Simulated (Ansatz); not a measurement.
# Si₂H₉NO₃F₂ (built from SMILES N.O.O[Si](F)(F)O[SiH3]): a reaction path by the nudged elastic band

What path joins these two structures, and how high does it climb? Both ends were relaxed at PBE0-D4 in triple zeta.

Computed with Ansatz 0.2.0, Gaussian basis. Level: PBE0-D4/def2-SVP.

## (1) Where the work starts

The first end: 17 atoms, charge 0, spin multiplicity 1.

Atoms are counted from 1 here; the program's logs count them from 0.

Bond lengths: Si1–O2 1.720 Å, Si1–F4 1.611 Å, Si1–F5 1.668 Å, Si1–O6 1.648 Å, Si1–N8 1.916 Å, O2–Si3 1.641 Å, Si3–H11 1.488 Å, Si3–H12 1.487 Å, Si3–H13 1.485 Å, O6–H14 0.960 Å, H7–N8 1.037 Å, N8–H15 1.014 Å, N8–H16 1.015 Å, H9–O10 0.974 Å, O10–H17 0.960 Å. Angles: O2–Si1–F4 93.1°, O2–Si1–F5 168.2°, O2–Si1–O6 92.5°, O2–Si1–N8 83.9°, F4–Si1–F5 91.7°, F4–Si1–O6 123.8°, F4–Si1–N8 118.1°, F5–Si1–O6 93.8°, F5–Si1–N8 84.3°, O6–Si1–N8 118.0°, Si1–O2–Si3 130.6°, O2–Si3–H11 107.1°, O2–Si3–H12 110.9°, O2–Si3–H13 112.1°, H11–Si3–H12 108.4°, H11–Si3–H13 109.1°, H12–Si3–H13 109.1°, Si1–O6–H14 111.7° and more.

As a file:

```csv
atom,x (Å),y (Å),z (Å)
Si1,-0.1944,0.6505,0.9251
O2,-0.2188,0.2152,-0.7384
Si3,-1.0356,0.8712,-2.0010
F4,-0.4745,2.2054,0.6116
F5,0.1593,0.9850,2.5207
O6,-1.3747,-0.4362,1.3013
H7,1.5621,-0.9713,0.5714
N8,1.6155,0.0258,0.8527
H9,0.2004,-1.6494,-0.7149
O10,0.7730,-2.3444,-0.3426
H11,-1.1077,-0.1686,-3.0623
H12,-0.3117,2.0502,-2.5468
H13,-2.4133,1.2774,-1.6240
H14,-1.5781,-0.4287,2.2395
H15,2.0893,0.1311,1.7426
H16,2.1325,0.5092,0.1249
H17,0.1765,-2.9221,0.1400
```

The second end:

```
Si    0.0105    0.6797    1.1276
O     0.0027    0.1287   -0.9004
Si   -1.0436    0.7702   -2.0389
F    -0.4349    2.0896    0.5120
F     0.0267    1.1058    2.6973
O    -1.1815   -0.4598    1.2081
H     1.2523   -1.7736    0.3751
N     1.6489    0.1553    1.0192
H     0.1830   -0.8519   -0.8981
O     0.7399   -2.2877   -0.2793
H    -1.0947   -0.2017   -3.1601
H    -0.4853    2.0590   -2.5004
H    -2.3949    0.9546   -1.4655
H    -1.5727   -0.4864    2.0846
H     2.2125    0.3606    1.8307
H     2.1556    0.3562    0.1712
H    -0.0246   -2.5986    0.2169
```

## (2) The band at PBE0-D4/def2-SVP

File neb/in.yaml:

```yaml
crystal:
  periodic: [false, false, false]
  atoms:
    - {symbol: Si, position_ang: [-0.194415, 0.650514, 0.925076]}
    - {symbol: O, position_ang: [-0.218760, 0.215207, -0.738416]}
    - {symbol: Si, position_ang: [-1.035584, 0.871243, -2.000987]}
    - {symbol: F, position_ang: [-0.474484, 2.205415, 0.611648]}
    - {symbol: F, position_ang: [0.159298, 0.984973, 2.520682]}
    - {symbol: O, position_ang: [-1.374708, -0.436240, 1.301329]}
    - {symbol: H, position_ang: [1.562118, -0.971336, 0.571365]}
    - {symbol: N, position_ang: [1.615485, 0.025756, 0.852691]}
    - {symbol: H, position_ang: [0.200437, -1.649361, -0.714873]}
    - {symbol: O, position_ang: [0.773042, -2.344420, -0.342559]}
    - {symbol: H, position_ang: [-1.107714, -0.168630, -3.062350]}
    - {symbol: H, position_ang: [-0.311722, 2.050226, -2.546786]}
    - {symbol: H, position_ang: [-2.413316, 1.277359, -1.623976]}
    - {symbol: H, position_ang: [-1.578135, -0.428710, 2.239534]}
    - {symbol: H, position_ang: [2.089276, 0.131074, 1.742621]}
    - {symbol: H, position_ang: [2.132490, 0.509158, 0.124904]}
    - {symbol: H, position_ang: [0.176493, -2.922128, 0.139998]}
basis:
  gaussian: {orbitals: def2-SVP}
hamiltonian: {xc: pbe0, dispersion: d4}
neb:
  images: 5
  climbing: true
  max_iterations: 40
  initial_path: idpp
  final_atoms:
    - {symbol: Si, position_ang: [0.010513, 0.679743, 1.127567]}
    - {symbol: O, position_ang: [0.002672, 0.128713, -0.900378]}
    - {symbol: Si, position_ang: [-1.043647, 0.770151, -2.038870]}
    - {symbol: F, position_ang: [-0.434857, 2.089558, 0.511968]}
    - {symbol: F, position_ang: [0.026670, 1.105839, 2.697323]}
    - {symbol: O, position_ang: [-1.181532, -0.459812, 1.208104]}
    - {symbol: H, position_ang: [1.252289, -1.773613, 0.375087]}
    - {symbol: N, position_ang: [1.648925, 0.155322, 1.019181]}
    - {symbol: H, position_ang: [0.182982, -0.851852, -0.898109]}
    - {symbol: O, position_ang: [0.739902, -2.287725, -0.279323]}
    - {symbol: H, position_ang: [-1.094655, -0.201710, -3.160147]}
    - {symbol: H, position_ang: [-0.485336, 2.059022, -2.500389]}
    - {symbol: H, position_ang: [-2.394942, 0.954621, -1.465457]}
    - {symbol: H, position_ang: [-1.572698, -0.486428, 2.084556]}
    - {symbol: H, position_ang: [2.212521, 0.360620, 1.830723]}
    - {symbol: H, position_ang: [2.155588, 0.356239, 0.171197]}
    - {symbol: H, position_ang: [-0.024593, -2.598585, 0.216867]}
```

On the command line:

```
> ansatz run in.yaml --threads 2 --pin off --events-out ev --progress --plain --max-ram 31744MiB --backend cpu
```

Q: Predict the outcome of this session. Wanted: barrier over the separately found saddle, CCSD(T)/def2-TZVPP.

**Answer**, as computed:

```
                                                    quantity                                                 value
                             PBE0-D4/def2-SVP, 23 iterations  highest 36.9 kJ/mol (image 4), last end +28.6 kJ/mol
barrier over the separately found saddle, CCSD(T)/def2-TZVPP                                           73.3 kJ/mol
```

What this shows: The highest image lies 36.9 kJ/mol above the first end, and it climbed, so it estimates the saddle. The ends are not quite minima at this level (largest force component 0.91 eV/Å), so the heights are unreliable: relaxing the first end would lower it and raise the barrier above it. The highest image is 36.4 kJ/mol below the CCSD(T) barrier in triple zeta, which comes from separate runs on the saddle.
